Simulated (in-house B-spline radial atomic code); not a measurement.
# Si: excited configurations

Wanted: excitation energies of Si as differences of total energies (ΔSCF).

Method: non-relativistic Hartree-Fock, average of configuration, point nucleus, basis-set limit. Code: in-house B-spline radial atomic code version 1.

## (1) The atom as given

```
element       : silicon (Z = 14)
charge        : 0
electrons     : 14
configuration : [Ne] 3s2 3p2
Hamiltonian   : non-relativistic
nucleus       : point
```

Outer shells as boxes (Hund's rule):

[Ne] 3s2 3p2
```
[Ne] core
3s [↑↓]
3p [↑ ][↑ ][  ]
```

The boxes draw the filling by Hund's rule, which heavy ions in jj coupling don't follow; these runs average over all states of the configuration.

Input settings:

```ini
Z = 14
electrons = 14.0
configuration = [Ne] 3s2 3p2
hamiltonian = nr
method = hf
spin_polarised = False
```

This reference run was done before. Its total energy is -288.834617 hartree, and its levels are (the highest eight at most):

```tsv
orbital	occupation	energy (eV)	<r> (bohr)
1s	2	-1872.67	0.1114
2s	2	-167.70	0.5629
2p	6	-115.99	0.5354
3s	2	-14.792	2.204
3p	2	-7.585	2.788
```

## (2) [He] 2s2 2p5 3s1 3p2 4f1 5d1

Input settings:

```ini
Z = 14
electrons = 14.0
configuration = [He] 2s2 2p5 3s1 3p2 4f1 5d1
hamiltonian = nr
method = hf
spin_polarised = False
```

From the run's result record (rounded, not every field):

```text
{
  "status": "converged",
  "scf [iteration, energy, orbital gradient]": [
    [1, -281.856023307, 0.252],
    [2, -283.854002927, 0.064],
    [3, -284.023171596, 0.0226],
    [4, -284.042421427, 0.00805],
    [5, -284.045586622, 0.00245],
    [6, -284.045714487, 0.00013],
    [7, -284.045715186, 8.46e-06],
    [8, -284.045715194, 1.38e-07]
  ],
  "energy [hartree]": {"total": -284.045715194, "kinetic": 284.045720407, "nuclear": -664.283862217, "coulomb": 113.641149446, "exact_exchange": -17.4487228295},
  "orbitals [hartree, bohr; first row names the columns]": [
    ["name", "occ", "eps", "<r>"],
    ["1s", 2.0, -70.605333, 0.11133],
    ["2s", 2.0, -7.4568565, 0.54981],
    ["2p", 5.0, -5.7257438, 0.5101],
    ["3s", 1.0, -1.2546791, 1.8185],
    ["3p", 2.0, -0.87021769, 2.0473],
    ["4f", 1.0, -0.07465259, 9.2544],
    ["5d", 1.0, -0.030422698, 22.175]
  ],
  "sum_r [bohr^k]": {"-1": 47.44885, "1": 41.21482, "2": 664.9679},
  "energy_minus_base [hartree]": 4.78890143
}
```

Wall time 0.5 s (1 thread, shared host).

energy_minus_base is the energy less that of the reference run.

## (3) Configuration [Ne] 3s1 3p1 3d1 5p1

Input settings:

```ini
Z = 14
electrons = 14.0
configuration = [Ne] 3s1 3p1 3d1 5p1
hamiltonian = nr
method = hf
spin_polarised = False
```

Results of the run:

```text
{
  "status": "converged",
  "scf [iteration, energy, orbital gradient]": [
    [1, -287.075855347, 0.241],
    [2, -287.964815912, 0.0455],
    [3, -288.04004186, 0.0157],
    [4, -288.050568208, 0.00549],
    [5, -288.053773584, 0.00169],
    [6, -288.054015544, 0.000258],
    [7, -288.054018772, 0.000176],
    [8, -288.054021986, 3.59e-05],
    [9, -288.054022712, 3.38e-05],
    [10, -288.05402278, 1.14e-05],
    [11, -288.054022784, 4.3e-07],
    [12, -288.054022784, 9.75e-07],
    [13, -288.054022784, 1e-07]
  ],
  "energy [hartree]": {"total": -288.054022784, "kinetic": 288.054022605, "nuclear": -682.027777247, "coulomb": 125.293364763, "exact_exchange": -19.3736329058},
  "orbitals [hartree, bohr; first row names the columns]": [
    ["name", "occ", "eps", "<r>"],
    ["1s", 2.0, -69.322124, 0.11143],
    ["2s", 2.0, -6.6355721, 0.56295],
    ["2p", 6.0, -4.7423799, 0.53402],
    ["3s", 1.0, -0.92151358, 1.9945],
    ["3p", 1.0, -0.60524507, 2.3474],
    ["3d", 1.0, -0.19526746, 4.095],
    ["5p", 1.0, -0.042592279, 17.583]
  ],
  "sum_r [bohr^k]": {"-1": 48.71627, "1": 30.57311, "2": 381.1041},
  "energy_minus_base [hartree]": 0.780593835
}
```

Run time: 0.4 s. Hardware: 1 thread, shared host.

## (4) [Ne] 3p3 4s1

Input settings:

```ini
Z = 14
electrons = 14.0
configuration = [Ne] 3p3 4s1
hamiltonian = nr
method = hf
spin_polarised = False
```

Results of the run:

```text
{
  "status": "converged",
  "scf [iteration, energy, orbital gradient]": [
    [1, -287.011972969, 0.24],
    [2, -287.950496034, 0.0516],
    [3, -288.075999511, 0.016],
    [4, -288.09342965, 0.00496],
    [5, -288.096527742, 0.00186],
    [6, -288.096727857, 0.000128],
    [7, -288.096733838, 2.36e-05],
    [8, -288.096734019, 2.61e-06],
    [9, -288.096734023, 2.16e-07],
    [10, -288.096734023, 1.35e-08]
  ],
  "energy [hartree]": {"total": -288.096734023, "kinetic": 288.096734853, "nuclear": -684.229901679, "coulomb": 127.613996878, "exact_exchange": -19.5775640746},
  "orbitals [hartree, bohr; first row names the columns]": [
    ["name", "occ", "eps", "<r>"],
    ["1s", 2.0, -69.138809, 0.11144],
    ["2s", 2.0, -6.4609917, 0.56392],
    ["2p", 6.0, -4.5792063, 0.53391],
    ["3p", 3.0, -0.4256823, 2.474],
    ["4s", 1.0, -0.1084145, 7.1097]
  ],
  "sum_r [bohr^k]": {"-1": 48.87356, "1": 19.08598, "2": 81.83493},
  "energy_minus_base [hartree]": 0.737882596
}
```

Wall time 0.09 s (1 thread, shared host).

## (5) [He] 2s2 2p5 3s2 3p1 5p2

Input settings:

```ini
Z = 14
electrons = 14.0
configuration = [He] 2s2 2p5 3s2 3p1 5p2
hamiltonian = nr
method = hf
spin_polarised = False
```

Results of the run:

```text
{
  "status": "converged",
  "scf [iteration, energy, orbital gradient]": [
    [1, -282.468609695, 0.251],
    [2, -284.311107928, 0.0512],
    [3, -284.367090986, 0.0199],
    [4, -284.374914637, 0.0079],
    [5, -284.377844429, 0.00178],
    [6, -284.378163203, 0.00145],
    [7, -284.37813676, 0.000787],
    [8, -284.378134736, 0.000306],
    [9, -284.378133731, 5.77e-05],
    [10, -284.378133762, 1.09e-05],
    [11, -284.378133764, 5.29e-07],
    [12, -284.378133764, 3.37e-07],
    [13, -284.378133764, 4.96e-08]
  ],
  "energy [hartree]": {"total": -284.378133764, "kinetic": 284.378134307, "nuclear": -665.587225299, "coulomb": 114.709903195, "exact_exchange": -17.878945967},
  "orbitals [hartree, bohr; first row names the columns]": [
    ["name", "occ", "eps", "<r>"],
    ["1s", 2.0, -70.546864, 0.11132],
    ["2s", 2.0, -7.4088036, 0.54859],
    ["2p", 5.0, -5.6634947, 0.51126],
    ["3s", 2.0, -1.1658375, 1.8417],
    ["3p", 1.0, -0.86097164, 2.1935],
    ["5p", 2.0, -0.062860484, 12.877]
  ],
  "sum_r [bohr^k]": {"-1": 47.54194, "1": 35.50658, "2": 392.6189},
  "energy_minus_base [hartree]": 4.45648285
}
```

It took 0.29 s on 1 thread, shared host.

## (6) [Ne] 3s2 5s1 5p1

Input settings:

```ini
Z = 14
electrons = 14.0
configuration = [Ne] 3s2 5s1 5p1
hamiltonian = nr
method = hf
spin_polarised = False
```

Results of the run:

```text
{
  "status": "converged",
  "scf [iteration, energy, orbital gradient]": [
    [1, -287.459746304, 0.24],
    [2, -288.166545358, 0.0428],
    [3, -288.193813441, 0.016],
    [4, -288.198224182, 0.00596],
    [5, -288.199232824, 0.00171],
    [6, -288.199280106, 0.000173],
    [7, -288.199281351, 4.77e-06],
    [8, -288.199281353, 3.85e-07],
    [9, -288.199281353, 2.92e-08]
  ],
  "energy [hartree]": {"total": -288.199281353, "kinetic": 288.199282097, "nuclear": -681.205912898, "coulomb": 124.599113336, "exact_exchange": -19.7917638868},
  "orbitals [hartree, bohr; first row names the columns]": [
    ["name", "occ", "eps", "<r>"],
    ["1s", 2.0, -69.411399, 0.11142],
    ["2s", 2.0, -6.7378618, 0.56187],
    ["2p", 6.0, -4.8318003, 0.53474],
    ["3s", 2.0, -0.98217027, 1.9908],
    ["5s", 1.0, -0.082650143, 11.289],
    ["5p", 1.0, -0.055618243, 13.599]
  ],
  "sum_r [bohr^k]": {"-1": 48.65757, "1": 33.42471, "2": 364.0543},
  "energy_minus_base [hartree]": 0.635335266
}
```

It took 0.23 s on 1 thread, shared host.

Radial density 4πr²n(r) and radial functions P(r) = rR(r):

```tsv
r (bohr)	4πr²n	5s	5p
0.0105	1.827	0.0136	0.0005
0.0163	3.744	0.0194	0.0012
0.0255	7.093	0.0264	0.0028
0.0397	11.60	0.0329	0.0062
0.0618	15.35	0.0350	0.0130
0.0962	14.98	0.0261	0.0251
0.150	10.81	-0.0005	0.0433
0.233	10.15	-0.0404	0.0623
0.364	14.07	-0.0668	0.0663
0.566	11.62	-0.0372	0.0327
0.882	4.007	0.0548	-0.0459
1.37	1.427	0.1259	-0.1291
2.14	1.030	0.0398	-0.1148
3.33	0.2290	-0.1715	0.0669
5.19	0.07470	-0.1482	0.2199
8.09	0.05686	0.2378	-0.0179
12.6	0.2096	0.3313	-0.3160
19.6	0.04266	0.0943	-0.1837
30.6	0.0004902	0.0049	-0.0216
47.6	9.517e-08	0.0000	-0.0003
```

Clear maxima of the radial density (full grid of the record): 0.077, 0.45, 13 bohr.

## (7) [Ne] 3s1 3p1 5s1 5g1

Input settings:

```ini
Z = 14
electrons = 14.0
configuration = [Ne] 3s1 3p1 5s1 5g1
hamiltonian = nr
method = hf
spin_polarised = False
```

Results of the run:

```text
{
  "status": "converged",
  "scf [iteration, energy, orbital gradient]": [
    [1, -286.997522116, 0.241],
    [2, -287.874830252, 0.0475],
    [3, -287.91548975, 0.0166],
    [4, -287.921178242, 0.00664],
    [5, -287.922619112, 0.00187],
    [6, -287.922686798, 0.000189],
    [7, -287.922681056, 0.000265],
    [8, -287.922681545, 1.44e-05],
    [9, -287.922681551, 3.41e-06],
    [10, -287.922681551, 8.18e-07],
    [11, -287.922681551, 5.86e-08]
  ],
  "energy [hartree]": {"total": -287.922681551, "kinetic": 287.922680532, "nuclear": -679.580047495, "coulomb": 123.094131763, "exact_exchange": -19.3594463523},
  "orbitals [hartree, bohr; first row names the columns]": [
    ["name", "occ", "eps", "<r>"],
    ["1s", 2.0, -69.500215, 0.11143],
    ["2s", 2.0, -6.8190875, 0.56296],
    ["2p", 6.0, -4.9246323, 0.53408],
    ["3s", 1.0, -1.0929478, 1.9705],
    ["3p", 1.0, -0.77293303, 2.2594],
    ["5s", 1.0, -0.11538876, 10.081],
    ["5g", 1.0, -0.020327601, 26.399]
  ],
  "sum_r [bohr^k]": {"-1": 48.54143, "1": 45.26317, "2": 893.2291},
  "energy_minus_base [hartree]": 0.911935068
}
```

Wall time 0.54 s (1 thread, shared host).

## (8) The excitation energies

| net move | configuration | energy above the reference (eV) | largest <r> (bohr) |
| --- | --- | --- | --- |
| 2×3p → 5p, 5s | [Ne] 3s2 5s1 5p1 | 17.288 | 13.6 |
| 2×3s → 3p, 4s | [Ne] 3p3 4s1 | 20.079 | 7.11 |
| 3p, 3s → 3d, 5p | [Ne] 3s1 3p1 3d1 5p1 | 21.241 | 17.6 |
| 3p, 3s → 5g, 5s | [Ne] 3s1 3p1 5s1 5g1 | 24.815 | 26.4 |
| 2p, 3p → 2×5p | [He] 2s2 2p5 3s2 3p1 5p2 | 121.27 | 12.9 |
| 2p, 3s → 4f, 5d | [He] 2s2 2p5 3s1 3p2 4f1 5d1 | 130.31 | 22.2 |

What this shows: The lowest of them is 2×3p → 5p, 5s at 17.288 eV and the highest 2p, 3s → 4f, 5d at 130.31 eV. 6 of them lie more than 2 % above the ionisation threshold that Koopmans' theorem gives (7.585 eV), where such states can decay by emitting an electron. Two partly filled shells share a symmetry and can mix in the average, which may lower the energy, for: 3p, 3s → 3d, 5p; 3p, 3s → 5g, 5s; 2p, 3p → 2×5p; 2p, 3s → 4f, 5d. These are averages over configurations, without correlation, not spectroscopic levels.
